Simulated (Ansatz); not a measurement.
**AlF2HS: one species, many methods**

How much do the methods differ for AlF2HS? The plan is to run it at one geometry with functionals of several rungs and with coupled cluster, and see how far each lands from CCSD(T) at the basis-set limit for the atomisation energy.

Method: functionals in def2-TZVPP, the program's frozen cores in correlated methods; program: Ansatz 0.2.0, Gaussian basis.

The runs, in order: LDA (SPW92), PBE-D4, revPBE-D4, BLYP-D4, r2SCAN-D4, B97M-V, PBE0-D4, B3LYP-D4, r2SCANh-D4, r2SCAN0-D4, HSE06-D4, BHLYP-D4, CAM-B3LYP-D4, LC-ωPBE, ωB97X-V, ωB97M-V, B2PLYP, PBE-QIDH; CCSD(T)/def2-SVP; CCSD(T)/def2-TZVPP; MP2/def2-QZVPP; extrapolation to the limit; RPA on PBE.

## (1) The relaxed structure

All runs share one geometry, relaxed beforehand with PBE0-D4 in a triple-zeta def2 set.

5 atoms, charge 0, spin multiplicity 1.

Atoms are counted from 1 here; the program's logs count them from 0.

Bond lengths: F1–Al2 1.638 Å, Al2–F3 1.635 Å, Al2–S4 2.153 Å, S4–H5 1.346 Å. Angles: F1–Al2–F3 119.3°, F1–Al2–S4 121.0°, F3–Al2–S4 119.7°, Al2–S4–H5 91.6°.

## (2) LDA

This LDA is Slater exchange with PW92 correlation.

Input file in.yaml:

```yaml
crystal:
  periodic: [false, false, false]
  atoms:
    - {symbol: F, position_ang: [0.892196, 0.387858, 1.495497]}
    - {symbol: Al, position_ang: [0.340259, -0.464678, 0.210979]}
    - {symbol: F, position_ang: [0.820593, -2.015593, 0.014607]}
    - {symbol: S, position_ang: [-1.003416, 0.425729, -1.216034]}
    - {symbol: H, position_ang: [-0.999732, 1.592985, -0.546450]}
basis:
  gaussian: {orbitals: def2-TZVPP}
hamiltonian: {xc: lda}
output: {orbitals: {seedname: orbitals}}
```

The runs that follow: PBE-D4 (GGA); revPBE-D4 (GGA); BLYP-D4 (GGA); r2SCAN-D4 (meta-GGA); B97M-V (meta-GGA); PBE0-D4 (hybrid); B3LYP-D4 (hybrid); r2SCANh-D4 (hybrid); r2SCAN0-D4 (hybrid); HSE06-D4 (hybrid); BHLYP-D4 (hybrid); CAM-B3LYP-D4 (range-separated); LC-ωPBE-D4 (range-separated); ωB97X-V (range-separated); ωB97M-V (range-separated); B2PLYP (double hybrid); PBE-QIDH (double hybrid); CCSD(T) in def2-SVP; CCSD(T) in def2-TZVPP; MP2 in def2-QZVPP; RPA on PBE orbitals.

Q: Predict the results of all the runs planned. Wanted: atomisation energy, CCSD(T)/CBS; farthest beyond LDA; mean size of error, GGA; mean size of error, meta-GGA; mean size of error, hybrid; mean size of error, range-separated; mean size of error, double hybrid; gap, smallest and largest; T1 diagnostic.

**Answer**, as computed:

```
                               quantity                                  value
        atomisation energy, CCSD(T)/CBS                          1909.3 kJ/mol
  functionals within 9.5 kJ/mol (0.5 %)              PBE-D4, r2SCAN-D4, B97M-V
                    farthest beyond LDA               BHLYP-D4 (-112.4 kJ/mol)
                mean size of error, GGA                            33.6 kJ/mol
           mean size of error, meta-GGA                             6.0 kJ/mol
             mean size of error, hybrid                            59.1 kJ/mol
    mean size of error, range-separated                            21.7 kJ/mol
      mean size of error, double hybrid                            43.4 kJ/mol
              gap, smallest and largest  5.01 eV (BLYP-D4), 12.19 eV (LC-ωPBE)
                          T1 diagnostic                                 0.0124
triples share of the correlation energy                                  3.2 %
```

What this shows: The LDA atomisation energy is off by 237.6 kJ/mol (12 %): it overbinds. PBE-D4 is off by -4.3 kJ/mol. Double hybrids carry the basis error of their MP2 part in triple zeta, and no dispersion term here, so their miss is partly the set-up's. By mean error the best rung here is meta-GGA (6.0 kJ/mol) and the worst beyond LDA is hybrid (59.1 kJ/mol). The mean of the hybrids holds BHLYP, with half exact exchange. The reference freezes the cores and leaves out relativity and excitations past (T), so misses under about 9.5 kJ/mol can't be ranked. Hartree-Fock recovers 73 % of the binding; the rest is correlation. CCSD(T) in def2-SVP is off by -159.5 kJ/mol, more than most functionals: a good method in a small basis is no reference. Orbital gaps span 5.0 to 12.2 eV; exact exchange widens them.
